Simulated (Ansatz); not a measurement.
# CH3BClO: the cost of one run

All numbers below are computed with Ansatz 0.2.0 (RKS revPBE/def2-SVP).

**1. The structure to begin with**

Bond lengths: O1–C2 1.252 Å, C2–B3 1.569 Å, B3–Cl4 1.671 Å, O1–H5 0.984 Å, C2–H6 1.101 Å, B3–H7 1.167 Å. Angles: O1–C2–B3 130.3°, O1–C2–H6 111.9°, B3–C2–H6 116.9°, C2–O1–H5 118.3°, C2–B3–Cl4 104.5°, C2–B3–H7 128.2°, Cl4–B3–H7 127.3°.

Structure file:

```xyz
7

O    -0.7192    1.3781   -0.0457
C    -0.0826    0.4337    0.4737
B     0.5909   -0.8195   -0.1868
Cl   -0.6295   -1.9584   -0.2611
H    -0.6794    1.4866   -1.0229
H    -0.1803    0.4273    1.5703
H     1.6999   -0.9478   -0.5275
```

**2. Relaxing end A**

input.yaml reads:

```yaml
crystal:
  periodic: [false, false, false]
  atoms:
    - { symbol: O, position_ang: [-0.71921, 1.3781, -0.04575] }
    - { symbol: C, position_ang: [-0.08256, 0.43374, 0.4737] }
    - { symbol: B, position_ang: [0.59093, -0.81947, -0.18676] }
    - { symbol: Cl, position_ang: [-0.62946, -1.95843, -0.26109] }
    - { symbol: H, position_ang: [-0.67935, 1.48659, -1.02291] }
    - { symbol: H, position_ang: [-0.18027, 0.42725, 1.57031] }
    - { symbol: H, position_ang: [1.69992, -0.94778, -0.52749] }
total_charge: 1
basis:
  gaussian: { orbitals: def2-SVP }
hamiltonian:
  xc: revpbe
relax:
  f_tol: 0.015
  max_steps: 40
output:
  orbitals: {}
```

Started as:

```sh
ansatz run input.yaml --threads 1 --pin off --max-ram 2048MiB --backend cpu --events-out ev --progress --plain --runs-dir out
```

Q: Estimate wall time and peak memory on 1 thread of Intel Xeon Platinum 8488C (Sapphire Rapids), shared host.

About 13 s, with a peak of 0.16 GiB.
